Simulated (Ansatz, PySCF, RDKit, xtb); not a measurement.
**Solving SeSO, step by step**

Only the formula SeSO is given. Aim: find the structure of lowest free energy at 298.15 K, then its properties.

Plan: many cheap relaxations first (GFN2-xTB), then density-functional screening, relaxation at r2SCAN-D4/def2-SVP, vibrations and a final energy. The numbers are computed, not measured.

6 further runs of the same task are left out: 6 set aside as unsound or not needed.

## Step 1: Candidates

All bonding patterns within simple valence rules are listed by program: one Lewis structure each, at most two rings and one unusual centre or charged pair. O–O, O–halogen and N–halogen bonds and N–N–N chains are not drawn. That gives 4 candidates.

| label | SMILES | spin |
| --- | --- | --- |
| c287 | S=[O+][Se-] | singlet |
| c418 | o1s[se]1 | singlet |
| c544 | O=[Se]=S | singlet |
| c715 | O=S=[Se] | singlet |

Candidates are built by distance geometry, with a force field where one applies, in up to four conformers (letters a to d). 2 starts with atoms placed at random are added, to find patterns that the rules miss.

Q: Predict the outcome of this search (final energies at CCSD(T)/def2-TZVPP).

| quantity | value |
| --- | --- |
| lowest structure found | O=S=[Se], singlet, Cs |
| next finalist | O=[Se]=S, singlet, 10.8 kcal/mol higher in G |
| share at equilibrium, among the finalists | 100.0 % |
| harmonic wavenumbers, lowest and highest (r2SCAN-D4/def2-SVP) | 308 and 1148 cm⁻¹ |
| rotational constants, same geometry | 1.224, 0.09673, 0.08964 cm⁻¹ |
| dipole moment (PBE0/def2-TZVPD) | 1.62 D |
| HOMO energy (PBE0/def2-TZVPD) | -7.74 eV |
| LUMO energy (PBE0/def2-TZVPD) | -4.32 eV |
| HOMO–LUMO gap (PBE0/def2-TZVPD) | 3.42 eV |
| lowest excitation (TD-CAM-B3LYP/def2-SVPD) | 1.72 eV (f = 0.000) |
| strongest of the states computed, same level | 3.62 eV (f = 0.069) |
| lowest triplet excitation, same level, Tamm-Dancoff | 1.26 eV |
| vertical ionisation energy | 9.95 eV |
| vertical electron affinity | 2.22 eV |
| vertical triplet less singlet | +1.27 eV |

`O=S=[Se]` comes out lowest. Among the finalists first place is clear (10.8 kcal/mol); structures outside the list aren't covered. r2SCAN-D4/def2-SVP, r2SCAN-D4/def2-SVP, relaxed and MP2/def2-TZVPP already put its bonding pattern lowest among the structures in one piece; HF/def2-TZVPP favours the triplet [O][S][Se] ‡. A large T1 diagnostic among the finalists warns that one reference determinant may not suffice. It concerns: the winner; the finalist O=[Se]=S (singlet). The search is not exhaustive (a finite list of starts, one conformer a finalist), so a lower isomer can't be ruled out.

‡ marks the bonded skeleton alone, with all bonds drawn single: no Lewis structure was assigned that passes a check against the bond lengths.
